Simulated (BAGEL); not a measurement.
# CH3BClFO (SMILES BC(O)(F)Cl): B3LYP/def2-SVP (density fitting with qzvpp-jkfit)

Aim: the energy change on altering one bond length of CH3BClFO at B3LYP/def2-SVP (density fitting with qzvpp-jkfit), from 2 runs. 

Program for the calculation: BAGEL 1.2.2.

1 further run of the same task is left out (set aside as unsound or not needed). Runs told in other sessions of the task aren't counted.

## Step 1: The system as given

CH3BClFO: 8 atoms, total charge 0, spin state singlet. SMILES: `BC(O)(F)Cl`. The coordinates come from a PBE0-D4/def2-TZVP relaxation. This is one conformer, not always the lowest.

Bond lengths: B1–C2 1.545 Å, C2–O3 1.458 Å, C2–F4 1.346 Å, C2–Cl5 1.742 Å, B1–H6 1.192 Å, B1–H7 1.187 Å, O3–H8 0.968 Å. Angles: B1–C2–O3 74.1°, B1–C2–F4 121.2°, B1–C2–Cl5 125.0°, O3–C2–F4 108.7°, O3–C2–Cl5 110.1°, F4–C2–Cl5 109.4°, C2–B1–H6 116.5°, C2–B1–H7 119.5°, C2–O3–H8 107.1°, H6–B1–H7 123.9°.

## Step 2: A single-point energy at B3LYP/def2-SVP (density fitting with qzvpp-jkfit)

calc.json

```json
{ "bagel" : [

{
  "title" : "molecule",
  "basis" : "svp",
  "df_basis" : "qzvpp-jkfit",
  "angstrom" : true,
  "geometry" : [
    { "atom" : "B", "xyz" : [   -0.496700,    0.835900,    0.196700 ] },
    { "atom" : "C", "xyz" : [    0.656000,   -0.125700,   -0.169000 ] },
    { "atom" : "O", "xyz" : [   -0.573100,   -0.892300,   -0.337200 ] },
    { "atom" : "F", "xyz" : [    1.403700,   -0.711800,    0.783800 ] },
    { "atom" : "Cl", "xyz" : [    1.548100,   -0.091800,   -1.664700 ] },
    { "atom" : "H", "xyz" : [   -0.796500,    0.892200,    1.348900 ] },
    { "atom" : "H", "xyz" : [   -0.991600,    1.504400,   -0.650000 ] },
    { "atom" : "H", "xyz" : [   -0.657600,   -1.468100,    0.435900 ] }
  ]
},
{
  "title" : "ks",
  "xc_func" : "b3lyp"
},
{
  "title" : "print",
  "file" : "orbitals.molden",
  "orbitals" : true
}

]}
```

Run with:

```console
$ BAGEL_NUM_THREADS=1 BAGEL calc.json > calc.out
```

The program printed:

```text
* using 1 threads per process

  ===============================================================
  ===============================================================

  *** Geometry ***

  { "atom" : "B", "xyz" : [     -0.938627,      1.579622,      0.371709 ] },
  { "atom" : "C", "xyz" : [      1.239660,     -0.237539,     -0.319364 ] },
  { "atom" : "O", "xyz" : [     -1.083002,     -1.686203,     -0.637216 ] },
  { "atom" : "F", "xyz" : [      2.652609,     -1.345107,      1.481167 ] },
  { "atom" : "Cl", "xyz" : [      2.925485,     -0.173477,     -3.145827 ] },
  { "atom" : "H", "xyz" : [     -1.505167,      1.686014,      2.549052 ] },
  { "atom" : "H", "xyz" : [     -1.873852,      2.842904,     -1.228322 ] },
  { "atom" : "H", "xyz" : [     -1.242684,     -2.774307,      0.823732 ] },

  Number of auxiliary basis functions:      486

  Since a DF basis is specified, we compute 2- and 3-index integrals:
    o Being stored without compression. Storage requirement is 0.031 GB

  Number of basis functions:       89
  Number of electrons      :       48

    * METHOD: MOLECULE                             0.25

  *** Kohn-Sham DFT ***

    * Removing 16146 points whose weight is below 1.00e-10
    * Grid points: 103102

  === Nuclear Repulsion ===
   223.9387327252

       - DIIS with orbital gradients will be used.

  === KS iteration (b3lyp / svp) ===
      0       -667.02700340          0.12773792           0.47
      1       -607.03065813          0.18506805           0.45
      2       -633.62153951          0.20947777           0.45
      3       -686.85989684          0.09915158           0.46
      4       -690.16871528          0.11499299           0.46
      5       -699.46941273          0.01889395           0.45
      6       -699.45950283          0.02011057           0.45
      7       -699.64907278          0.00682267           0.45
      8       -699.67019364          0.00271170           0.45
      9       -699.67358730          0.00119458           0.45
     10       -699.67457083          0.00026654           0.46
     11       -699.67462038          0.00012687           0.46
     12       -699.67462822          0.00002978           0.46
     13       -699.67462879          0.00000320           0.46
     14       -699.67462880          0.00000250           0.46
     15       -699.67462880          0.00000032           0.46
     16       -699.67462880          0.00000014           0.46
     17       -699.67462880          0.00000006           0.46
     18       -699.67462880          0.00000003           0.46
     19       -699.67462880          0.00000001           0.46
    * SCF iteration converged.

    * Permanent dipole moment:
           (    0.232475,     0.504778,    -0.379253) a.u.

    * METHOD: KS                                   9.75

    * METHOD: PRINT                                0.02

  ===============================================================
```

Wall time 10 s (1 thread of Arm Neoverse V1, shared host); peak memory 0.44 GiB.

## Step 3: The distorted shape, same level

job.json

```json
{ "bagel" : [

{
  "title" : "molecule",
  "basis" : "svp",
  "df_basis" : "qzvpp-jkfit",
  "angstrom" : "true",
  "geometry" : [
    { "atom" : "B", "xyz" : [   -0.842478,    1.124353,    0.306400 ] },
    { "atom" : "C", "xyz" : [    0.656000,   -0.125700,   -0.169000 ] },
    { "atom" : "O", "xyz" : [   -0.573100,   -0.892300,   -0.337200 ] },
    { "atom" : "F", "xyz" : [    1.403700,   -0.711800,    0.783800 ] },
    { "atom" : "Cl", "xyz" : [    1.548100,   -0.091800,   -1.664700 ] },
    { "atom" : "H", "xyz" : [   -1.142278,    1.180653,    1.458600 ] },
    { "atom" : "H", "xyz" : [   -1.337378,    1.792853,   -0.540300 ] },
    { "atom" : "H", "xyz" : [   -0.657600,   -1.468100,    0.435900 ] }
  ]
},
{ "title" : "ks", "xc_func" : "b3lyp" },
{ "title" : "print", "file" : "orbitals.molden", "orbitals" : "true" }

]}
```

Run with:

```console
$ BAGEL_NUM_THREADS=1 BAGEL job.json > job.out
```

The program printed:

```text
* using 1 threads per process

  ===============================================================
  ===============================================================

  *** Geometry ***

  { "atom" : "B", "xyz" : [     -1.592053,      2.124719,      0.579012 ] },
  { "atom" : "C", "xyz" : [      1.239660,     -0.237539,     -0.319364 ] },
  { "atom" : "O", "xyz" : [     -1.083002,     -1.686203,     -0.637216 ] },
  { "atom" : "F", "xyz" : [      2.652609,     -1.345107,      1.481167 ] },
  { "atom" : "Cl", "xyz" : [      2.925485,     -0.173477,     -3.145827 ] },
  { "atom" : "H", "xyz" : [     -2.158593,      2.231111,      2.756355 ] },
  { "atom" : "H", "xyz" : [     -2.527278,      3.388001,     -1.021019 ] },
  { "atom" : "H", "xyz" : [     -1.242684,     -2.774307,      0.823732 ] },

  Number of auxiliary basis functions:      486

  Since a DF basis is specified, we compute 2- and 3-index integrals:
    o Being stored without compression. Storage requirement is 0.031 GB

  Number of basis functions:       89
  Number of electrons      :       48

    * METHOD: MOLECULE                             0.25

  *** Kohn-Sham DFT ***

    * Removing 15108 points whose weight is below 1.00e-10
    * Grid points: 104140

  === Nuclear Repulsion ===
   214.6166615521

       - DIIS with orbital gradients will be used.

  === KS iteration (b3lyp / svp) ===
      0       -665.71464619          0.12499022           0.45
      1       -594.47706936          0.16521173           0.44
      2       -639.98583421          0.16551792           0.43
      3       -689.08009996          0.07497868           0.44
      4       -696.56772613          0.07445449           0.43
      5       -696.74040988          0.04651542           0.43
      6       -699.37542829          0.01793014           0.43
      7       -699.57173060          0.00746035           0.43
      8       -699.61472957          0.00293620           0.44
      9       -699.62028661          0.00168435           0.43
     10       -699.62228876          0.00049620           0.44
     11       -699.62249366          0.00012824           0.44
     12       -699.62249758          0.00009374           0.44
     13       -699.62250232          0.00001108           0.45
     14       -699.62250237          0.00000769           0.45
     15       -699.62250239          0.00000312           0.45
     16       -699.62250240          0.00000141           0.44
     17       -699.62250240          0.00000043           0.45
     18       -699.62250240          0.00000007           0.45
     19       -699.62250240          0.00000004           0.44
     20       -699.62250240          0.00000002           0.45
     21       -699.62250240          0.00000001           0.44
    * SCF iteration converged.

    * Permanent dipole moment:
           (    0.465771,     0.233695,    -0.486669) a.u.

    * METHOD: KS                                  10.26

    * METHOD: PRINT                                0.02

  ===============================================================
```

It took 11 s on 1 thread of Arm Neoverse V1, shared host; peak memory 0.45 GiB.

## Step 4: Outcome

Level: B3LYP/def2-SVP (density fitting with qzvpp-jkfit).

```
                                                         quantity          value
                                        first shape: total energy  -699.67463 Eh
                                       first shape: dipole moment         1.71 D
                                         first shape: HOMO energy       -8.20 eV
                                         first shape: LUMO energy       -0.26 eV
                                       first shape: HOMO–LUMO gap        7.95 eV
                                    distorted shape: total energy  -699.62250 Eh
                                   distorted shape: dipole moment         1.81 D
                                     distorted shape: HOMO energy       -7.02 eV
                                     distorted shape: LUMO energy       -1.42 eV
                                   distorted shape: HOMO–LUMO gap        5.59 eV
energy change with the B1–C2 bond stretched from 1.545 to 2.009 Å       1.418 eV
```

**Reading.** With the B1–C2 bond stretched from 1.545 to 2.009 Å the energy rises by 1.42 eV (33 kcal/mol). The first shape isn't relaxed at this level, so the change isn't measured from a minimum.
